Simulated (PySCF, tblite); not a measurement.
# C₈H₇F: geometry, infrared bands and NMR shifts

Wanted: the infrared bands and NMR shifts of C₈H₇F (`C#CC#C/C(C)=C(/C)F`), by calculation.

Computed with tblite 0.8.0 and PySCF 2.14.0, with density-fitted response routines of our own, on a single molecule in the gas phase. Atoms are numbered from 0 throughout.

### Step 1. Starting geometry

16 atoms, charge 0, multiplicity 1; geometry from: force field or distance geometry start.

Bonds of the start (Å): C0–C1 1.22, C1–C2 1.42, C2–C3 1.21, C3–C4 1.45, C4–C5 1.50, C4–C6 1.32, C6–C7 1.48, C6–F8 1.36, C0–H9 1.06, C5–H10 1.11, C5–H11 1.12, C5–H12 1.11, C7–H13 1.11, C7–H14 1.12, C7–H15 1.13.

### Step 2. Optimising the geometry with GFN2-xTB

What the job is given:

```
{"job": {"kind": "relax", "xc": "GFN2-xTB", "basis": "xTB"}, "charge": 0, "multiplicity": 1}
C      4.374900    -0.296600    -2.152500
C      3.261100    -0.144700    -1.687500
C      1.986400     0.029200    -1.095900
C      0.887900     0.180000    -0.604400
C     -0.420100     0.314800     0.016700
C     -1.603300     0.804700    -0.756500
C     -0.485600    -0.017600     1.293800
C     -1.795100     0.115100     1.960900
F      0.594800    -0.469400     1.992900
H      5.339200    -0.410200    -2.580100
H     -2.470700     0.117800    -0.651900
H     -1.910900     1.836000    -0.450700
H     -1.312700     0.850100    -1.822000
H     -2.280200     1.102500     1.795700
H     -1.647200    -0.036600     3.062200
H     -2.526100    -0.698700     1.667900
```

Run with:

```console
$ OMP_NUM_THREADS=1 python probes_run.py task.json out
```

This one command runs all jobs of the session in turn.

**Question.** This job is followed by: GFN2-xTB harmonic vibrations, gas phase; GIAO PBE0/pcSseg-1 NMR shielding, non-relativistic, gas phase. Predict these results of the whole session: strongest single infrared mode (GFN2-xTB); zero-point energy (GFN2-xTB); 13C shifts against TMS (PBE0/pcSseg-1); 1H shifts against TMS (PBE0/pcSseg-1, means over atoms taken as alike); 19F shifts against CFCl3 (PBE0/pcSseg-1).

The runs gave:

| quantity | value |
| --- | --- |
| strongest single infrared mode (GFN2-xTB) | 1217 cm⁻¹, 93 km/mol |
| zero-point energy (GFN2-xTB) | 72.8 kcal/mol |
| 13C shifts against TMS (PBE0/pcSseg-1) | 180.7, 99.9, 89.9, 81.7, 74.5, 73.8, 19.7, 18.6 ppm |
| 1H shifts against TMS (PBE0/pcSseg-1, means over atoms taken as alike) | 2.16, 2.00, 1.77 ppm |
| 19F shifts against CFCl3 (PBE0/pcSseg-1) | -66.0 ppm |

In words: Over 63 steps the energy fell by 0.389 eV; of the close pairs, C1–C2 changed most, 1.416 to 1.354 Å. No mode is imaginary among the 42: a minimum at this level. The strongest single mode, at 1217 cm⁻¹, moves mainly C6. GFN2-xTB is a fitted tight-binding method: band positions and strengths are rough. Its intensities can rank the bands wrongly. At PBE0/pcSseg-1: The widest tensor belongs to C3: span 305 ppm, with a paramagnetic part of -139 ppm.
